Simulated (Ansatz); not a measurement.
**MnHg: energy and pressure over a range of volumes**

An exercise on one series of results from a longer session: the logs are not shown, and one member is left open.

Program: Ansatz 0.2.0. Level of theory: DFT PBE, scalar-relativistic. These are calculated values, not measurements.

## The system as given

Symmetry: P4/mmm, No. 123, tetragonal system. Conventional cell: a = 3.288 Å, b = 3.288 Å, c = 3.313 Å, α = 90.00°, β = 90.00°, γ = 90.00°. Mn (site symmetry 4/mmm) is surrounded by 8 Hg at 2.85 Å. Hg (site symmetry 4/mmm) is surrounded by 8 Mn at 2.85 Å.

Structure file:

```cif
data_structure
_symmetry_space_group_name_H-M 'P 1'
_symmetry_Int_Tables_number 1
_cell_length_a 3.2880
_cell_length_b 3.2880
_cell_length_c 3.3130
_cell_angle_alpha 90.000
_cell_angle_beta 90.000
_cell_angle_gamma 90.000
_cell_volume 35.82
loop_
_atom_site_label
_atom_site_type_symbol
_atom_site_fract_x
_atom_site_fract_y
_atom_site_fract_z
_atom_site_occupancy
Mn1 Mn 0.50000 0.50000 0.50000 1
Hg1 Hg 0.00000 0.00000 0.00000 1
```

Structure: COD 1522568, as refined from experiment and not relaxed.

Atoms are numbered in the order of the input: Mn1, Hg2.

The first run:

input.yaml

```yaml
crystal:
  lattice:
    - [3.2214501021, 0.0, 0.0]
    - [0.0, 3.2214501021, 0.0]
    - [0.0, 0.0, 3.2459440962]
  atoms:
    - { symbol: Mn, position: [0.5, 0.5, 0.5], spin: 4.0 }
    - { symbol: Hg, position: [0.0, 0.0, 0.0] }
magnetization:
  spin_polarized: true
kpoints:
  mp_grid: { grid: [11, 11, 11] }
scf:
  occupations: { method: fermi_dirac, width: 0.05 }
hamiltonian:
  xc: pbe
  pseudopotentials: { kind: all_electron, lapw: { basis_error: 0.0005 } }
output:
  forces: true
  stress: true
  eigenvalues: true
```

Steps of the session up to this table: Volume × 0.9405, LAPW; Volume × 0.9405, PAW; Volume × 0.9405, crystal datasets; Volume × 0.98, LAPW; Volume × 0.98, PAW; Volume × 1.02, LAPW; Volume × 1.02, PAW; Volume × 1.06, LAPW; Volume × 1.06, PAW; Volume × 1.06, crystal datasets.

One of the session's tables, all rows but one given; the rest of the session is left out.

It belongs to the step «The equation of state». 

| method | volume (Å³/atom) | pressure (GPa) | moment Mn1 (μB) | moment Hg2 (μB) |
| --- | --- | --- | --- | --- |
| LAPW | 16.843 | 7.48 | 3.72 | -0.05 |
| LAPW | 17.550 | 3.40 | 3.83 | -0.06 |
| LAPW | 17.908 | 1.97 | 3.91 | -0.05 |
| LAPW | 18.266 | 0.60 | 3.97 | -0.05 |
| LAPW | 18.983 | -2.19 | 4.04 | -0.05 |
| PAW | 16.843 | 7.46 | 3.66 | -0.02 |
| PAW | 17.550 | 3.37 | 3.78 | -0.03 |
| PAW | 17.908 | ? | ? | ? |
| PAW | 18.266 | 0.58 | 3.91 | -0.02 |
| PAW | 18.983 | -2.20 | 3.99 | -0.02 |
| crystal datasets | 16.843 | 7.48 | 3.67 | -0.02 |
| crystal datasets | 17.908 | 1.97 | 3.85 | -0.02 |
| crystal datasets | 18.983 | -2.19 | 3.99 | -0.02 |

Estimate the missing values for PAW, 17.908.

As computed: pressure (GPa): 1.94; moment Mn1 (μB): 3.85; moment Hg2 (μB): -0.02. In the column «pressure (GPa)» it lies between LAPW, 18.266 (0.60) and LAPW, 17.908 (1.97).

Caveats from the session: Shape and positions are held, so a fully relaxed modulus can be lower. Other magnetic orders may lie lower; this is the state that the run reached. Warnings in the runs' records: gradients without spin orbit, crystal datasets made.
